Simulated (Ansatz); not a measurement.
# ZnSnN2: how the settings move a single-point run

How sensitive is a single-point run of ZnSnN2 to its settings? A reference run comes first, then six runs with altered input. The cell is built on a prototype (ordering on zincblende) and needn't be the phase found in nature.

Method: reference: DFT, PBEsol, plane waves, PAW, in Ansatz 0.2.0.

2 further runs of the same task are left out: 2 that didn't finish.

### 1 The structure to begin with

It takes space group P-4m2 (No. 115, tetragonal). Conventional cell: a = 3.382 Å, b = 3.382 Å, c = 4.700 Å, α = 90.00°, β = 90.00°, γ = 90.00°. Around Zn (site symmetry -4m2) lie 4 N at 2.05 Å. N (site symmetry 2mm) has 2 Zn at 2.05 Å and 2 Sn at 2.07 Å as nearest neighbours. Sn (site symmetry -4m2) is surrounded by 4 N at 2.07 Å.

Structure file:

```
CELL_PARAMETERS angstrom
3.38202 0.00000 0.00000
0.00000 3.38202 0.00000
0.00000 0.00000 4.69964
ATOMIC_POSITIONS crystal
Zn 0.00000 0.00000 0.00000
N 0.00000 0.50000 0.24484
Sn 0.50000 0.50000 0.50000
N 0.50000 0.00000 0.75516
```

### 2 Reference

input.yaml reads:

```yaml
crystal:
  lattice:
    - [3.3820201408, 0.0, 0.0]
    - [0.0, 3.3820201408, 0.0]
    - [0.0, 0.0, 4.6996405323]
  atoms:
    - { symbol: Zn, position: [0.0, 0.0, 0.0] }
    - { symbol: "N", position: [0.0, 0.5, 0.2448435869] }
    - { symbol: Sn, position: [0.5, 0.5, 0.5] }
    - { symbol: "N", position: [0.5, 0.0, 0.7551564131] }
kpoints:
  mp_grid: { grid: [6, 6, 4] }
hamiltonian:
  xc: pbesol
scf:
  occupations: { method: fermi_dirac, width: 0.02 }
  n_extra_bands: 5
output:
  forces: true
  stress: true
  eigenvalues: true
```

Launch:

```
$ ansatz run input.yaml --threads 4 --pin off --max-ram 3686MiB --backend cpu --events-out ev --progress --plain --runs-dir out
```

### 3 Variant: mp_grid.shift [0.5, 0.5, 0.5]

input.yaml: that of step 2 with these lines changed.

```diff
@@ -11,3 +11,3 @@
 kpoints:
-  mp_grid: { grid: [6, 6, 4] }
+  mp_grid: { grid: [6, 6, 4], shift: [0.5, 0.5, 0.5] }
 hamiltonian:
```

### 4 Variant: mp_grid.grid [8, 8, 1]

input.yaml: that of step 2 with these lines changed.

```diff
@@ -11,3 +11,3 @@
 kpoints:
-  mp_grid: { grid: [6, 6, 4] }
+  mp_grid: { grid: [8, 8, 1] }
 hamiltonian:
```

### 5 Changing settings: occupations.method methfessel_paxton, occupations.width 0.5

input.yaml: that of step 2 with these lines changed.

```diff
@@ -15,3 +15,3 @@
 scf:
-  occupations: { method: fermi_dirac, width: 0.02 }
+  occupations: { method: methfessel_paxton, width: 0.5 }
   n_extra_bands: 5
```

### 6 Changing settings: ecutwfc 900

input.yaml: that of step 2 with these lines changed.

```diff
@@ -21 +21,3 @@
   eigenvalues: true
+basis:
+  ecutwfc: 900
```

### 7 The same system, input altered

input.yaml: that of step 2 with these lines changed.

```diff
@@ -16,3 +16,3 @@
   occupations: { method: fermi_dirac, width: 0.02 }
-  n_extra_bands: 5
+  n_extra_bands: 0
 output:
```

### 9 Variant: n_extra_bands 24

input.yaml: that of step 2 with these lines changed.

```diff
@@ -16,3 +16,3 @@
   occupations: { method: fermi_dirac, width: 0.02 }
-  n_extra_bands: 5
+  n_extra_bands: 24
 output:
```

(Steps that only read results are left out.)

Q: Predict the outcome of this session. Wanted: for each run, ending; energy change; pressure; gap; force.

As calculated:

```
                                                           run     ending        energy change  pressure (GPa)  gap (eV)  force (eV/Å)  cycles    time
                                                     reference  converged                    0            -0.6      0.00          0.18       7   1.1 s
                              1: mp_grid.shift [0.5, 0.5, 0.5]  converged        -2.5 meV/atom            -0.7      1.39          0.17       7  0.69 s
                                     2: mp_grid.grid [8, 8, 1]  converged       +14.6 meV/atom             0.1      0.03          0.40       6  0.73 s
3: occupations.method methfessel_paxton, occupations.width 0.5  converged  +0.7 meV/atom (σ→0)            -0.7      0.00          0.19       6   1.1 s
                                                4: ecutwfc 900  converged        -4.5 meV/atom            -0.6      0.00          0.18       6     3 s
                                            5: n_extra_bands 0    refused                    -               -         -             -       -  0.09 s
                                           6: n_extra_bands 24  converged         0.0 meV/atom            -0.6      0.00          0.18       7   1.8 s
```

Residual by cycle in the longest SCF loop of each run; runs are numbered as in the table. The quantity is the density residual dr2, in eV.

```
cycle  reference    run 1   run 2    run 3    run 4   run 6
    1     0.0898   0.0898   0.144   0.0903   0.0883  0.0909
    2    0.00506  0.00544  0.0076  0.00544  0.00491   0.016
    3     2.1e-4   1.9e-4  8.1e-4   1.9e-4   2.4e-4  5.7e-4
    4     2.3e-5   2.3e-5  3.9e-5   2.1e-5   2.6e-5  4.1e-5
    5     2.2e-6   4.4e-6  2.0e-6   1.6e-6   1.5e-6  3.2e-6
    6     1.0e-7   4.4e-7  7.6e-8   6.8e-8   4.2e-8  1.0e-7
    7     1.1e-8   1.5e-8       -        -        -  2.2e-8
```

Semilocal functionals close small gaps, so the missing gap need not be the real solid's. Of the variants the dearest is «ecutwfc 900» (3 s), the cheapest «mp_grid.shift [0.5, 0.5, 0.5]» (0.69 s), on a shared host. 1 of the 6 altered inputs did not end normally.
